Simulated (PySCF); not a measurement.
# BCNClOF (SMILES O=C=NB(F)Cl): CAM-B3LYP/aug-cc-pVDZ (density fitting with def2-universal-jkfit)

What is the vertical ionisation energy of BCNClOF at CAM-B3LYP/aug-cc-pVDZ (density fitting with def2-universal-jkfit)? Input form: a Python script.

The calculation is run with PySCF 2.14.0.

2 further runs of the same task are left out: 2 set aside as unsound or not needed.

## (1) Starting point

BCNClOF has 6 atoms, charge 0, and is taken as a singlet. As SMILES, `O=C=NB(F)Cl`. The coordinates come from a PBE0-D4/def2-TZVP relaxation. This is one conformer, not always the lowest.

Bond lengths: O1–C2 1.156 Å, C2–N3 1.204 Å, N3–B4 1.411 Å, B4–F5 1.314 Å, B4–Cl6 1.751 Å. Angles: O1–C2–N3 175.5°, C2–N3–B4 144.0°, N3–B4–F5 119.1°, N3–B4–Cl6 122.4°, F5–B4–Cl6 118.5°.

## (2) A single-point energy at CAM-B3LYP/aug-cc-pVDZ (density fitting with def2-universal-jkfit)

File run.py:

```python
from pyscf import gto, dft

system = gto.Mole()
system.atom = '''
O   -1.302300  -2.201900   0.522300
C   -0.638500  -1.256000   0.487600
N    0.081500  -0.292400   0.538600
B    0.530100   0.836400  -0.179100
F    1.398800   1.646900   0.382500
Cl  -0.027600   1.203000  -1.798000
'''
system.charge = 0
system.basis = 'aug-cc-pvdz'
system.verbose = 3
system.max_memory = 1860
system.build()

myscf = dft.RKS(system, xc='cam-b3lyp')
myscf = myscf.density_fit(auxbasis='def2-universal-jkfit')
myscf.conv_tol = 1e-10
myscf.grids.level = 4
myscf.kernel()
if not myscf.converged:
    myscf = myscf.newton().run(myscf.mo_coeff, myscf.mo_occ)

etot = myscf.e_tot
print('E(%s) = %.9f' % ('CAM-B3LYP', etot))
```

Run with:

```
OMP_NUM_THREADS=1 python run.py
```

Standard output:

```text
converged SCF energy = -753.074431377794
E(CAM-B3LYP) = -753.074431378
```

It took 29 s on 1 thread of Arm Neoverse V1, shared host; peak memory 0.58 GiB.

## (3) The doublet cation at the same level

File job.py:

```python
from pyscf import gto, dft

mol = gto.M(
    atom='''
O     -2.460990    -4.160988     0.987004
C     -1.206590    -2.373496     0.921430
N      0.154013    -0.552556     1.017806
B      1.001744     1.580567    -0.338450
F      2.643349     3.112190     0.722820
Cl    -0.052156     2.273341    -3.397728
''',
    charge=1,
    spin=1,
    unit='bohr',
    basis='aug-cc-pvdz',
    verbose=4,
    max_memory=1860,
)

ks = dft.UKS(mol)
ks.xc = 'cam-b3lyp'
ks = ks.density_fit(auxbasis='def2-universal-jkfit')
ks.grids.level = 4
ks.conv_tol = 1e-10
ks.kernel()
if not ks.converged:
    ks = ks.newton().run(ks.mo_coeff, ks.mo_occ)

e_tot = ks.e_tot
print(f'total energy: {e_tot:.8f} hartree')
```

Run with:

```
OMP_NUM_THREADS=1 python job.py
```

Standard output:

```text
PySCF version 2.14.0

[INPUT] num. atoms = 6
[INPUT] num. electrons = 51
[INPUT] charge = 1
[INPUT] spin (= nelec alpha-beta = 2S) = 1
[INPUT] symmetry False subgroup None
[INPUT] Mole.unit = bohr
[INPUT] Symbol           X                Y                Z      unit          X                Y                Z       unit  Magmom
[INPUT]  1 O     -1.302299824302  -2.201900024512   0.522300023887 AA   -2.460990000000  -4.160988000000   0.987004000000 Bohr   0.0
[INPUT]  2 C     -0.638499930924  -1.255999993410   0.487599757458 AA   -1.206590000000  -2.373496000000   0.921430000000 Bohr   0.0
[INPUT]  3 N      0.081500169785  -0.292400042957   0.538599740338 AA    0.154013000000  -0.552556000000   1.017806000000 Bohr   0.0
[INPUT]  4 B      0.530100095976   0.836400036732  -0.179100027036 AA    1.001744000000   1.580567000000  -0.338450000000 Bohr   0.0
[INPUT]  5 F      1.398800051308   1.646900024053   0.382499871597 AA    2.643349000000   3.112190000000   0.722820000000 Bohr   0.0
[INPUT]  6 Cl    -0.027599766613   1.203000249850  -1.798000226505 AA   -0.052156000000   2.273341000000  -3.397728000000 Bohr   0.0

nuclear repulsion = 238.327276796906
number of shells = 48
number of NR pGTOs = 225
number of NR cGTOs = 142
basis = aug-cc-pvdz
ecp = {}

[... 38 lines left out ...]
WARN: HOMO -0.362069755644724 >= LUMO -0.362069755644725
[... 82 lines left out ...]
converged SCF energy = -752.639287586501  <S^2> = 0.76502145  2S+1 = 2.0149655
total energy: -752.63928759 hartree
```

Wall time 84 s (1 thread of Arm Neoverse V1, shared host); peak memory 0.6 GiB.

## (4) Results

At CAM-B3LYP/aug-cc-pVDZ (density fitting with def2-universal-jkfit):

```
                                          quantity          value
                     singlet BCNClOF: total energy  -753.07443 Eh
                    singlet BCNClOF: dipole moment         0.09 D
                      singlet BCNClOF: HOMO energy      -10.76 eV
                      singlet BCNClOF: LUMO energy       -0.27 eV
                    singlet BCNClOF: HOMO–LUMO gap       10.49 eV
                      doublet cation: total energy  -752.63929 Eh
doublet cation: HOMO energy (highest over α and β)      -17.09 eV
 doublet cation: LUMO energy (lowest over α and β)      -12.93 eV
                              doublet cation: ⟨S²⟩          0.765
vertical ionisation energy (to the doublet cation)      11.841 eV
```

Removing an electron at fixed nuclei costs 11.84 eV (273 kcal/mol). The negative HOMO energy of the first species, 10.76 eV, lies 1.08 eV below that difference. Mulliken charges (singlet BCNClOF) run from -0.38 on F5 to +0.42 on B4; in a basis this large or diffuse they mean little. Mulliken charges (doublet cation) run from -0.29 on F5 to +0.52 on B4; in a basis this large or diffuse they mean little.
